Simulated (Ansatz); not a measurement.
**RuPt2: what a guessed cell relaxes into**

The task: take a trial cell of RuPt2 to zero force and stress.

Computed with Ansatz 0.2.0 (DFT PBE, scalar-relativistic, plane waves, PAW, unless a step's input says otherwise).

### Step 1. The starting structure

The structure is cubic, space group F-43m (No. 216). Conventional cell: a = 5.525 Å, b = 5.525 Å, c = 5.525 Å, α = 90.00°, β = 90.00°, γ = 90.00°. Ru (site symmetry -43m) is surrounded by 4 Pt at 2.39 Å. Around Pt (site symmetry -43m) lie 4 Ru at 2.39 Å and 4 Pt at 2.39 Å. Around Pt (site symmetry -43m) lie 4 Pt at 2.39 Å.

As a file:

```cif
data_structure
_symmetry_space_group_name_H-M 'F-43m'
_symmetry_Int_Tables_number 216
_cell_length_a 5.5254
_cell_length_b 5.5254
_cell_length_c 5.5254
_cell_angle_alpha 90.000
_cell_angle_beta 90.000
_cell_angle_gamma 90.000
_cell_volume 168.69
loop_
_atom_site_label
_atom_site_type_symbol
_atom_site_symmetry_multiplicity
_atom_site_Wyckoff_symbol
_atom_site_fract_x
_atom_site_fract_y
_atom_site_fract_z
_atom_site_occupancy
Ru1 Ru 4 a 0.00000 0.00000 0.00000 1
Pt1 Pt 4 d 0.25000 0.25000 0.75000 1
Pt2 Pt 4 b 0.50000 0.00000 0.00000 1
```

Recipe of the guess: species swapped into a database cell of Cu2Se (F-43m, No. 216), with Pt on the Cu sites and Ru on the Se sites. The dimensions are guesses.

### Step 2. The guess as it stands, on a coarse mesh

The input, input.yaml:

```yaml
crystal:
  lattice:
    - [0.0, 2.76272076, 2.76272076]
    - [2.76272076, 0.0, 2.76272076]
    - [2.76272076, 2.76272076, 0.0]
  atoms:
    - { symbol: Ru, position: [0.0, 0.0, 0.0] }
    - { symbol: Pt, position: [0.25, 0.25, 0.25] }
    - { symbol: Pt, position: [0.5, 0.5, 0.5] }
basis:
  ecutwfc: 420
kpoints:
  mp_grid: { grid: [6, 6, 6] }
hamiltonian:
  xc: pbe
scf:
  occupations: { method: gaussian, width: 0.1 }
  lower_state_search: "off"
output:
  forces: true
  stress: true
  eigenvalues: true
```

Started as:

```sh
$ ansatz run input.yaml --threads 1 --pin off --max-ram 2560MiB --backend cpu --events-out ev --progress --plain --runs-dir out
```

The log of the run, shortened:

```text
[...]
SCF converged after 6 iterations
Free energy (F): -30920.539417 eV
[...]
E sigma→0 (E₀):  -30920.532611 eV
Entropy (-TS):   -0.013611 eV (-4.537 meV/atom)
Fermi energy:    25.085097 eV
[...]
--- Forces (eV/Å), atoms counted from 1 ---
  atom   1  Ru     0.00000000    -0.00000000     0.00000000
  atom   2  Pt     0.00000000     0.00000000     0.00000000
  atom   3  Pt    -0.00000000     0.00000000    -0.00000000
[...]
--- Stress (GPa, compression-positive) ---
       88.259791       0.000000      -0.000000
        0.000000      88.259791      -0.000000
       -0.000000      -0.000000      88.259791
  P = ⅓ Tr σ = 88.2598 GPa (882.598 kbar)
--- Band table (eV; the first three rows and the last of 16) ---
[...]
```

Run time: 0.95 s. Hardware: 1 thread of Intel Xeon 6975P-C (Granite Rapids), shared host; peak memory 0.34 GiB.

Read-out: pressure 88.3 GPa, largest force 0.00 eV/Å, gap on this mesh none (metal). A guess like this is first relaxed loosely on the coarse mesh.

### Step 3. Coarse relaxation

Edit input.yaml of step 2 so:

```diff
@@ -22 +22,6 @@
   eigenvalues: true
+relax:
+  adjacent_minimum: "off"
+  f_tol: 0.04
+  max_steps: 70
+  cell: { stress_tol: 0.4 }
```

Started as:

```sh
$ ansatz run input.yaml --threads 1 --pin off --max-ram 2560MiB --backend cpu --events-out ev --progress --plain --runs-dir out
```

The log of the run:

```text
Warning: RAYON_NUM_THREADS=1 ignored (pool sized by the plan → 1); use --threads N
Engine: ansatz 0.2.0, x86_64-unknown-linux-gnu
Pseudopotentials: kind: paw
Pseudopotential: Ru, paw, valence charge 16, recommended cutoff 420 eV (normal), Ru.paw.azcp
Pseudopotential: Pt, paw, valence charge 18, recommended cutoff 420 eV (normal), Pt.paw.azcp
Functional definition: PBE
  parameter kappa = 0.804
  parameter beta = 0.06672455060314922
  exchange = pbe_x(kappa = kappa, mu = beta*pi^2/3)
  correlation = pbe_c(beta = beta)
Crystal: 3 atoms, lattice volume = 42.174 Å³
Basis set: ecut = 420 eV, 869 PW (Γ), exchange–correlation on 54×54×54 points (8 copies of the dense FFT grid, shifted against one another)
Bands: 32, of which v1, the nominal top of the filled ones, is band 26 counted from 1 (25 counted from 0)
Symmetry: 24 space group operations
Space group: F-43m (ITA 216), of the structure as read, at distance tolerance 3.5e-5 Å
k-points: 16 of 216 (time reversal used)
Non-local potential: Ru, projectors of the file, l = 0: 3, l = 1: 2, l = 2: 2, l = 3: 1
Non-local potential: Pt, projectors of the file, l = 0: 3, l = 1: 2, l = 2: 2, l = 3: 1
PAW form: soft (Blöchl's): semilocal exchange-correlation on the pseudo side does not see the compensation charge
PAW one-centre angular grid: Ru, 590 points (default); XC on 64 Gauss nodes
PAW one-centre angular grid: Pt, 590 points (default); XC on 64 Gauss nodes
Initial density: superposition of atomic densities (neutral atoms: chi_scale 0, normalization atom), corrected by the library's trained network
Initial wavefunctions: pseudopotential atomic-orbital guess
Functional: x = pbe(κ = 0.804, μ = 0.2195149727645171), c = pbe(β = 0.06672455060314922)
SCF iter   1: F=—  HF=-30920.575284 eV  |F-HF|=—  |Δ(HF+E_count)|=         —  Δρ=2.16e-2  dr2=2.10e-1  ethr=1.77e-3  ⟨swp⟩=5.8  Hψ=2007  notcnv=0
preconditioner: auto → none  [insulator: Δε(μ)=0.129 eV  Ē_g=9.100 eV  σ=0.100 eV  W_gap=0.59  n_scr=14 (ndim 8)  ℏωp=30.3 eV  f_vac=0.008  D(μ)=2.98/eV (n_scr^D=26)  ε∞_Penn≈12.1]
SCF iter   2: F=—  HF=-30920.543478 eV  |F-HF|=—  |Δ(HF+E_count)|=   3.18e-2  Δρ=8.50e-3  dr2=2.35e-2  ethr=4.04e-4  ⟨swp⟩=2.0  Hψ=695  notcnv=0  defer=1
SCF iter   3: F=—  HF=-30920.539508 eV  |F-HF|=—  |Δ(HF+E_count)|=   3.97e-3  Δρ=1.49e-3  dr2=4.69e-4  ethr=4.51e-5  ⟨swp⟩=1.1  Hψ=524  notcnv=0  defer=1
SCF iter   4: F=—  HF=-30920.539425 eV  |F-HF|=—  |Δ(HF+E_count)|=   8.27e-5  Δρ=1.32e-4  dr2=5.74e-6  ethr=9.02e-7  ⟨swp⟩=2.0  Hψ=847  notcnv=0  defer=1
SCF iter   5: F=—  HF=-30920.539417 eV  |F-HF|=—  |Δ(HF+E_count)|=   8.07e-6  Δρ=4.13e-5  dr2=2.88e-7  ethr=1.10e-8  ⟨swp⟩=2.1  Hψ=884  notcnv=0  defer=1
SCF iter   6: F=-30920.539417 eV  HF=-30920.539417 eV  |F-HF|=1.02e-10  |Δ(HF+E_count)|=   9.57e-8  Δρ=6.32e-6  dr2=7.14e-9  ethr=1.92e-10  ⟨swp⟩=7.7  Hψ=2229  notcnv=0
SCF 1 converged in 6 iterations: F = -30920.539417 eV  dr2 = 7.14e-9
relax step   1: F+E_penalty+E_count = -30920.53941683 eV  Δ(F+E_penalty+E_count) = +0.000e0 eV  max|allowed force component| = 3.130e-16 eV/Å  Δτ_max = 0.0000 Å  P = +88.260 GPa  Ω = 42.174 Å³  (6 SCF iters, dr2 threshold 1.00e-7 eV, accepted)
Crystal: 3 atoms, lattice volume = 48.647 Å³
Basis set: ecut = 420 eV, 941 PW (Γ), exchange–correlation on 54×54×54 points (8 copies of the dense FFT grid, shifted against one another)
Initial density: handed on by an earlier stage of this run
Initial wavefunctions: those handed on with the density
iter 1 solved again at ethr=4.81e-4 eV; its pass at ethr=3.10e-3 eV (dr2=2.50e-1 eV) is discarded
SCF iter   1: F=—  HF=-30922.675341 eV  |F-HF|=—  |Δ(HF+E_count)|=         —  Δρ=1.83e-2  dr2=2.51e-1  ethr=4.81e-4  ⟨swp⟩=1.0  Hψ=2768  notcnv=0
preconditioner: auto → LDOS  [insulator: Δε(μ)=0.121 eV  Ē_g=7.820 eV  σ=0.100 eV  W_gap=0.53  n_scr=14 (ndim 8)  ℏωp=28.2 eV  f_vac=0.018  D(μ)=2.80/eV (n_scr^D=26)  ε∞_Penn≈14.0  β→1.0]
SCF iter   2: F=—  HF=-30922.659151 eV  |F-HF|=—  |Δ(HF+E_count)|=   1.62e-2  Δρ=6.37e-3  dr2=2.80e-2  ethr=4.81e-4  ⟨swp⟩=2.0  Hψ=586  notcnv=0
SCF iter   3: F=—  HF=-30922.656641 eV  |F-HF|=—  |Δ(HF+E_count)|=   2.51e-3  Δρ=1.23e-3  dr2=1.04e-3  ethr=5.39e-5  ⟨swp⟩=2.1  Hψ=622  notcnv=0
SCF iter   4: F=—  HF=-30922.656511 eV  |F-HF|=—  |Δ(HF+E_count)|=   1.29e-4  Δρ=2.06e-4  dr2=2.52e-5  ethr=1.99e-6  ⟨swp⟩=1.6  Hψ=635  notcnv=0
SCF iter   5: F=—  HF=-30922.656512 eV  |F-HF|=—  |Δ(HF+E_count)|=   7.24e-7  Δρ=8.27e-5  dr2=3.03e-6  ethr=4.85e-8  ⟨swp⟩=2.0  Hψ=741  notcnv=0
SCF iter   6: F=-30922.656511 eV  HF=-30922.656511 eV  |F-HF|=6.63e-8  |Δ(HF+E_count)|=   8.42e-7  Δρ=1.43e-5  dr2=9.94e-8  ethr=5.77e-10  ⟨swp⟩=3.4  Hψ=2205  notcnv=0
SCF 2 converged in 6 iterations: F = -30922.656511 eV  dr2 = 9.94e-8
relax step   2: F+E_penalty+E_count = -30922.65651116 eV  Δ(F+E_penalty+E_count) = -2.117e0 eV  max|allowed force component| = 3.639e-16 eV/Å  Δτ_max = 0.0000 Å  P = +24.579 GPa  Ω = 48.647 Å³  energy of the carried Pulay correction = -4.250e-3 eV  (6 SCF iters, dr2 threshold 3.00e-7 eV, accepted)
Crystal: 3 atoms, lattice volume = 51.704 Å³
Basis set: ecut = 420 eV, 965 PW (Γ), exchange–correlation on 54×54×54 points (8 copies of the dense FFT grid, shifted against one another)
iter 1 solved again at ethr=7.43e-5 eV; its pass at ethr=3.10e-3 eV (dr2=3.87e-2 eV) is discarded
SCF iter   1: F=—  HF=-30922.953530 eV  |F-HF|=—  |Δ(HF+E_count)|=         —  Δρ=7.20e-3  dr2=3.89e-2  ethr=7.43e-5  ⟨swp⟩=2.0  Hψ=2320  notcnv=0
preconditioner: auto → LDOS  [metal: Δε(μ)=0.097 eV  Ē_g=7.299 eV  σ=0.100 eV  W_gap=0.48  n_scr=14 (ndim 8)  ℏωp=27.3 eV  f_vac=0.025  D(μ)=3.32/eV (n_scr^D=26)  β→1.0]
SCF iter   2: F=—  HF=-30922.950622 eV  |F-HF|=—  |Δ(HF+E_count)|=   2.91e-3  Δρ=2.59e-3  dr2=4.15e-3  ethr=7.43e-5  ⟨swp⟩=2.4  Hψ=728  notcnv=0
SCF iter   3: F=—  HF=-30922.950056 eV  |F-HF|=—  |Δ(HF+E_count)|=   5.65e-4  Δρ=9.12e-4  dr2=4.32e-4  ethr=7.98e-6  ⟨swp⟩=2.0  Hψ=736  notcnv=0
SCF iter   4: F=—  HF=-30922.949933 eV  |F-HF|=—  |Δ(HF+E_count)|=   1.24e-4  Δρ=1.48e-4  dr2=1.46e-5  ethr=8.30e-7  ⟨swp⟩=2.1  Hψ=734  notcnv=0
SCF iter   5: F=—  HF=-30922.949939 eV  |F-HF|=—  |Δ(HF+E_count)|=   6.64e-6  Δρ=3.04e-5  dr2=6.27e-7  ethr=2.80e-8  ⟨swp⟩=1.9  Hψ=527  notcnv=0
SCF iter   6: F=-30922.949939 eV  HF=-30922.949939 eV  |F-HF|=2.31e-8  |Δ(HF+E_count)|=   3.47e-8  Δρ=6.24e-6  dr2=2.80e-8  ethr=5.77e-10  ⟨swp⟩=5.0  Hψ=1900  notcnv=0
SCF 3 converged in 6 iterations: F = -30922.949939 eV  dr2 = 2.80e-8
relax step   3: F+E_penalty+E_count = -30922.94993933 eV  Δ(F+E_penalty+E_count) = -2.934e-1 eV  max|allowed force component| = 8.095e-17 eV/Å  Δτ_max = 0.0000 Å  P = +7.331 GPa  Ω = 51.704 Å³  energy of the carried Pulay correction = -6.055e-3 eV  (6 SCF iters, dr2 threshold 3.00e-7 eV, accepted)
Crystal: 3 atoms, lattice volume = 53.476 Å³
Basis set: ecut = 420 eV, 1037 PW (Γ), exchange–correlation on 54×54×54 points (8 copies of the dense FFT grid, shifted against one another)
iter 1 solved again at ethr=2.02e-5 eV; its pass at ethr=3.10e-3 eV (dr2=1.05e-2 eV) is discarded
SCF iter   1: F=—  HF=-30922.987508 eV  |F-HF|=—  |Δ(HF+E_count)|=         —  Δρ=3.93e-3  dr2=1.14e-2  ethr=2.02e-5  ⟨swp⟩=2.0  Hψ=2308  notcnv=0
preconditioner: auto → LDOS  [metal: Δε(μ)=0.089 eV  Ē_g=7.030 eV  σ=0.100 eV  W_gap=0.44  n_scr=14 (ndim 8)  ℏωp=26.9 eV  f_vac=0.028  D(μ)=3.79/eV (n_scr^D=50)  β→1.0]
SCF iter   2: F=—  HF=-30922.986515 eV  |F-HF|=—  |Δ(HF+E_count)|=   9.93e-4  Δρ=1.50e-3  dr2=1.27e-3  ethr=2.02e-5  ⟨swp⟩=2.1  Hψ=696  notcnv=0
SCF iter   3: F=—  HF=-30922.986311 eV  |F-HF|=—  |Δ(HF+E_count)|=   2.04e-4  Δρ=5.62e-4  dr2=1.70e-4  ethr=2.45e-6  ⟨swp⟩=2.1  Hψ=836  notcnv=0
SCF iter   4: F=—  HF=-30922.986254 eV  |F-HF|=—  |Δ(HF+E_count)|=   5.67e-5  Δρ=9.00e-5  dr2=6.22e-6  ethr=3.27e-7  ⟨swp⟩=2.0  Hψ=722  notcnv=0
SCF iter   5: F=-30922.986253 eV  HF=-30922.986253 eV  |F-HF|=2.24e-7  |Δ(HF+E_count)|=   7.04e-7  Δρ=1.91e-5  dr2=2.60e-7  ethr=5.77e-10  ⟨swp⟩=3.4  Hψ=2251  notcnv=0
the search or the solves at the SCF's close seem to have found levels that the self-consistency loop had missed (the run counts 1). By its estimate they hold under 1e-12 electrons; where the run keeps them, the occupations were computed again with them
SCF 4 converged in 5 iterations: F = -30922.986253 eV  dr2 = 2.60e-7
relax step   4: F+E_penalty+E_count = -30922.98625312 eV  Δ(F+E_penalty+E_count) = -3.631e-2 eV  max|allowed force component| = 1.025e-16 eV/Å  Δτ_max = 0.0000 Å  P = -0.345 GPa  Ω = 53.476 Å³  energy of the carried Pulay correction = -7.049e-3 eV  (5 SCF iters, dr2 threshold 3.00e-7 eV, accepted)
Basis set: ecut = 420 eV, 1037 PW (Γ), exchange–correlation on 60×60×60 points (8 copies of the dense FFT grid, shifted against one another)
Initial wavefunctions: pseudopotential atomic-orbital guess (no wavefunctions were taken with the density)
iter 1 solved again at ethr=2.03e-7 eV; its pass at ethr=3.10e-3 eV (dr2=1.06e-4 eV) is discarded
SCF iter   1: F=—  HF=-30922.995762 eV  |F-HF|=—  |Δ(HF+E_count)|=         —  Δρ=1.28e-3  dr2=5.21e-5  ethr=2.03e-7  ⟨swp⟩=3.6  Hψ=3255  notcnv=0
preconditioner: auto → LDOS  [metal: Δε(μ)=0.085 eV  Ē_g=7.022 eV  σ=0.100 eV  W_gap=0.43  n_scr=14 (ndim 8)  ℏωp=26.9 eV  f_vac=0.029  D(μ)=3.80/eV (n_scr^D=50)  β→1.0]
SCF iter   2: F=—  HF=-30922.999324 eV  |F-HF|=—  |Δ(HF+E_count)|=   3.56e-3  Δρ=2.32e-4  dr2=3.12e-5  ethr=1.00e-7  ⟨swp⟩=2.0  Hψ=897  notcnv=0
SCF iter   3: F=—  HF=-30922.999316 eV  |F-HF|=—  |Δ(HF+E_count)|=   7.79e-6  Δρ=7.26e-5  dr2=2.10e-6  ethr=6.00e-8  ⟨swp⟩=2.0  Hψ=783  notcnv=0
SCF iter   4: F=—  HF=-30922.999317 eV  |F-HF|=—  |Δ(HF+E_count)|=   1.58e-6  Δρ=1.69e-5  dr2=1.81e-7  ethr=4.04e-9  ⟨swp⟩=2.9  Hψ=948  notcnv=0
SCF iter   5: F=—  HF=-30922.999317 eV  |F-HF|=—  |Δ(HF+E_count)|=   2.10e-8  Δρ=7.01e-6  dr2=3.65e-8  ethr=3.48e-10  ⟨swp⟩=2.4  Hψ=732  notcnv=0
SCF iter   6: F=-30922.999317 eV  HF=-30922.999317 eV  |F-HF|=5.75e-10  |Δ(HF+E_count)|=  6.62e-10  Δρ=1.02e-6  dr2=8.04e-10  ethr=3.69e-12  ⟨swp⟩=3.6  Hψ=2099  notcnv=0
SCF 5 converged in 6 iterations: F = -30922.999317 eV  dr2 = 8.04e-10
relax step   5: F+E_penalty+E_count = -30922.99931739 eV  Δ(F+E_penalty+E_count) = -1.306e-2 eV  max|allowed force component| = 8.982e-17 eV/Å  Δτ_max = 0.0000 Å  P = +0.162 GPa  Ω = 53.476 Å³  stress off target by 1.62e-1 GPa  SCF on the basis re-selected at this cell (its energy is not comparable with the rows above)  (6 SCF iters)
basis re-selected at this cell: Δ(F+E_penalty+E_count) = -1.306e-2 eV, ΔP = +0.508 GPa vs the last step (what re-selecting the basis moved, of the pressure what is left beyond the Pulay correction that the steps carried, after the strain that the cell walked since its last selection, with what the two solves' SCF thresholds leave and, on support functions, any second-order correction that the steps lacked; it is no measure of the basis error at this ecutwfc). The dense FFT grid was sized anew with the basis: this SCF ran on 30×30×30 points, the steps before it on 27×27×27, so part of this shift can come from that change (see relax.cell in the input reference). This SCF's stress stands 1.62e-1 GPa from its target on what of the cell is left free (relax.cell.stress_tol is 4.00e-1 GPa) and its largest allowed force component is 8.98e-17 eV/Å (relax.f_tol is 4.00e-2 eV/Å): within both
SCF converged after 6 iterations
Free energy (F): -30922.999317 eV
Harris-Foulkes:  -30922.999317 eV  (|F-HF|=5.75e-10)
Internal energy: -30922.980351 eV  (E = F + TS)
E sigma→0 (E₀):  -30922.989834 eV
Entropy (-TS):   -0.018966 eV (-6.322 meV/atom)
Fermi energy:    18.340249 eV
--- Per-component energies (eV) ---
  E_band       = -572.692704
  E_kinetic    = 1786.416077
  E_local      = -5428.502735  (includes V_loc(G=0)·N_el)
  E_nonlocal   = 743.349860
  E_hartree    = 1984.228999
  E_xc         = -711.981358
  E_vxc        = -841.907197  (∫ρ·V_xc dr)
  E_paw        = -22369.428269  (= ΣΔE_a)
  E_vpaw       = -800.507897  (= ΣTr[D̂ρ^β])
  E_aug_tail   = 0.000225  (compensation charges beyond the density's cutoff)
  E_ewald      = -6927.063149
  E_smearing   = -0.018966  (= −TS)
  E_closure    = 0.000000  (closes the sum)
  Σ components = -30922.999317   (vs F -30922.999317, Δ=0.00e0)
--- Forces (eV/Å), atoms counted from 1 ---
  atom   1  Ru    -0.00000000    -0.00000000    -0.00000000
  atom   2  Pt     0.00000000     0.00000000    -0.00000000
  atom   3  Pt     0.00000000     0.00000000     0.00000000
  max |Σ_I F_I| component: 6.36e-17 eV/Å
--- Stress (GPa, compression-positive) ---
        0.162322      -0.000000      -0.000000
       -0.000000       0.162322       0.000000
       -0.000000       0.000000       0.162322
  P = ⅓ Tr σ = 0.1623 GPa (1.623 kbar)
--- Band table (eV; the first three rows and the last of 16) ---
  k-point 0: bands = ["-80.6505", "-79.9762", "-54.4989", "-34.8898", "-34.8898", "-34.8898", "-34.1770", "-34.1770", "-34.1770", "-24.4800", "-24.4800", "-24.4800", "9.9529", "12.5511", "12.5511", "13.7005", "13.7005", "13.7005", "14.4279", "14.4279", "14.4279", "17.4360", "17.4360", "18.2729", "18.2729", "18.2729", "18.7312", "18.7312", "26.1058", "27.5759", "27.5775", "27.5775"]
  k-point 1: bands = ["-80.6502", "-79.9764", "-54.4990", "-34.8926", "-34.8926", "-34.8883", "-34.1786", "-34.1743", "-34.1743", "-24.4814", "-24.4799", "-24.4799", "10.3624", "12.7361", "12.7361", "13.3696", "13.5580", "13.5580", "14.6704", "14.6704", "14.7848", "17.3027", "17.3027", "17.6359", "17.9223", "17.9223", "18.7704", "18.7704", "24.2382", "26.5195", "27.0060", "27.0060"]
  k-point 2: bands = ["-80.6498", "-79.9769", "-54.4991", "-34.8980", "-34.8980", "-34.8850", "-34.1822", "-34.1690", "-34.1690", "-24.4839", "-24.4797", "-24.4797", "11.3864", "13.1506", "13.1860", "13.1860", "13.3768", "13.3768", "14.8646", "15.1193", "15.1193", "16.6372", "16.6372", "16.7370", "17.6843", "17.6843", "18.6324", "18.6324", "21.0720", "26.3613", "26.3613", "26.7016"]
  k-point 15: bands = ["-80.6492", "-79.9775", "-54.4993", "-34.9133", "-34.9099", "-34.8649", "-34.2051", "-34.1549", "-34.1546", "-24.4860", "-24.4784", "-24.4781", "12.3065", "12.6044", "12.7418", "13.2694", "13.6014", "14.4110", "14.8130", "14.8692", "15.7845", "16.6637", "16.8478", "17.0603", "17.6015", "18.5503", "19.0408", "19.2100", "19.7600", "20.0820", "20.6217", "28.0684"]
--- Relaxed structure (4 steps of the walk, 4 accepted, 1 SCFs on fresh bases) ---
  F+E_penalty+E_count = -30922.99931739 eV   max|allowed force component| = 8.982e-17 eV/Å   (the final SCF, on the basis selected at the relaxed cell)
  cell:  # Å, volume = 53.4763 Å³
    - [-4.231481288284529e-34, 2.9902695383418116, 2.9902695383418116]
    - [2.9902695383418116, 7.1196260965978505e-34, 2.9902695383418116]
    - [2.9902695383418116, 2.9902695383418116, 3.935015307654152e-34]
  atoms:
    - { symbol: Ru, position: [-2.2417161185841257e-34, 4.700372506708653e-34, 6.298529415652012e-34] }
    - { symbol: Pt, position: [0.25, 0.25, 0.25] }
    - { symbol: Pt, position: [0.5, 0.5, 0.5] }
```

It took 9 s on 1 thread of Intel Xeon 6975P-C (Granite Rapids), shared host; peak memory 0.4 GiB.

The steps of the relaxation:

```
step  E - E(step 1) (eV/cell)  largest force component (eV/Å)  pressure (GPa)  volume (Å³)
   1                   0.0000                          0.0000           88.26        42.17
   2                  -2.1171                          0.0000           24.58        48.65
   3                  -2.4105                          0.0000            7.33        51.70
   4                  -2.4468                          0.0000           -0.35        53.48
   5                  -2.4599                          0.0000            0.16        53.48
```

Step 1 is the start. Step 5 repeats the geometry before it on a plane-wave basis chosen anew for that cell, so its energy need not be comparable with the rows above.

Lengths and angles in the start's conventional setting:

|  | before | after | change |
| --- | --- | --- | --- |
| a (Å) | 5.525 | 5.981 | +8.2 % |
| b (Å) | 5.525 | 5.981 | +8.2 % |
| c (Å) | 5.525 | 5.981 | +8.2 % |
| volume (Å³/atom) | 14.06 | 17.83 | +26.8 % |
| shortest distance (Å) | 2.393 | 2.590 | +8.2 % |
| space group (0.01 Å) | F-43m | F-43m | same |

The run keeps the 24 symmetry operations of the start, so it could not have lowered the symmetry.

### Step 4. Spin check on a coarse mesh

The input, input.yaml:

```yaml
crystal:
  lattice:
    - [0.0, 2.9902695383, 2.9902695383]
    - [2.9902695383, 0.0, 2.9902695383]
    - [2.9902695383, 2.9902695383, 0.0]
  atoms:
    - { symbol: Ru, position: [0.0, 0.0, 0.0], spin: 1.0 }
    - { symbol: Pt, position: [0.75, 0.75, 0.75] }
    - { symbol: Pt, position: [0.5, 0.5, 0.5] }
basis:
  ecutwfc: 420
kpoints:
  mp_grid: { grid: [6, 6, 6] }
hamiltonian:
  xc: pbe
scf:
  occupations: { method: gaussian, width: 0.1 }
  lower_state_search: "off"
output:
  forces: true
  stress: true
  eigenvalues: true
  populations: true
magnetization:
  spin_polarized: true
```

Started as:

```sh
$ ansatz run input.yaml --threads 1 --pin off --max-ram 2560MiB --backend cpu --events-out ev --progress --plain --runs-dir out
```

The log of the run, shortened:

```text
[...]
SCF converged after 20 iterations
Magnetization: -0.0000 μB (26.0000 up, 26.0000 down)
Absolute magnetization: 0.0000 μB (∫|ρ↑−ρ↓|, with the PAW one-centre terms)
Spin contamination: 0.0000 ħ² per cell (⟨S²⟩ above its minimum at these occupations)
Per-site moments (μB) at R_I (Å): [(-5.358839356713479e-6, 1.0682303710363579), (-2.5875874473907292e-9, 1.0682303710363579), (1.652675594544223e-7, 1.0682303710363579)]
Free energy (F): -30922.999317 eV
[...]
E sigma→0 (E₀):  -30922.989834 eV
Entropy (-TS):   -0.018966 eV (-6.322 meV/atom)
Fermi energy:    18.340236 eV
[...]
--- Forces (eV/Å), atoms counted from 1 ---
  atom   1  Ru    -0.00000000     0.00000000    -0.00000000
  atom   2  Pt    -0.00000000     0.00000000    -0.00000000
  atom   3  Pt     0.00000000     0.00000000     0.00000000
[...]
--- Stress (GPa, compression-positive) ---
        0.162303       0.000000      -0.000000
        0.000000       0.162303      -0.000000
       -0.000000      -0.000000       0.162303
  P = ⅓ Tr σ = 0.1623 GPa (1.623 kbar)
--- Band table (eV; the first three rows and the last of 32) ---
[...]
--- Löwdin populations: 3 sites ---
  site symbol       q [e]    m [muB]
     0     Ru     16.0319    -0.0000
     1     Pt     17.6763     0.0000
     2     Pt     17.9110     0.0000
  spilling = 0.007321 (of n_electrons = 52.000000)
```

Wall time 5 s (1 thread of Intel Xeon 6975P-C (Granite Rapids), shared host); peak memory 0.4 GiB.

Per atom:

| atom | Löwdin electrons |
| --- | --- |
| Ru1 | 16.03 |
| Pt2 | 17.68 |
| Pt3 | 17.91 |

The Löwdin counts miss 0.38 of the 52 electrons, which the atomic orbitals do not span, so they are no charges.

The same cell is solved with trial moments on Ru. The largest site moment that stays is 0.00 μB and the cell's total 0.00 μB. The workflow keeps spin only above 0.25 μB on a site, so the next run goes without spin.

(Part 1 of 2 ends here.)
